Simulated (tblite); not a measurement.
# C5H14B2Si: the cost of one run

Computed with tblite 0.8.0 and PySCF 2.14.0, with density-fitted response routines of our own, on a single molecule in the gas phase. Atoms are numbered from 0 throughout.

## 1. The molecule as given

22 atoms, charge 0, multiplicity 1; geometry from: force field or distance geometry start.

Bonds of the start (Å): B0–C1 1.56, C1–C2 1.51, C2–C3 1.48, C3–B4 1.61, C3–Si5 1.84, Si5–C6 1.88, Si5–C7 1.88, C3–C1 1.51, B0–H8 1.17, B0–H9 1.20, C1–H10 1.12, C2–H11 1.12, C2–H12 1.10, B4–H13 1.16, B4–H14 1.19, Si5–H15 1.45, C6–H16 1.12, C6–H17 1.11, C6–H18 1.11, C7–H19 1.11, C7–H20 1.11, C7–H21 1.10.

## 2. Relaxing the molecule with GFN2-xTB

Job settings and geometry (Å):

```
{"job": {"kind": "relax", "xc": "GFN2-xTB", "basis": "xTB"}, "charge": 0, "multiplicity": 1}
B     -2.059200    -1.033100    -1.397300
C     -1.826200    -0.699200     0.112400
C     -1.870800     0.779900     0.431800
C     -0.586300     0.046500     0.549000
B     -0.111800    -0.365200     2.030300
Si     0.796400     0.283100    -0.641700
C      1.950700    -1.181300    -0.408800
C      1.856300     1.790000    -0.249600
H     -1.260200    -0.920800    -2.248100
H     -3.202600    -1.154700    -1.741900
H     -2.244300    -1.421900     0.855000
H     -2.420200     0.979400     1.392400
H     -2.069700     1.479900    -0.392100
H     -0.886100    -0.847700     2.750900
H      0.806900     0.257000     2.453300
H      0.365000     0.324500    -2.028300
H      1.625100    -1.752600     0.503800
H      1.871700    -1.893200    -1.250300
H      2.995600    -0.849500    -0.223000
H      2.730500     1.777500    -0.933200
H      2.224200     1.684500     0.795100
H      1.304700     2.736400    -0.360800
```

Launch:

```
> OMP_NUM_THREADS=1 python probes_run.py task.json out
```

This one command runs all jobs of the session in turn.

**Question.** How long does this first job take on 1 thread of Arm Neoverse N1, shared host, and how much memory does it need?

About 2.8 s, with a peak of 0.18 GiB.
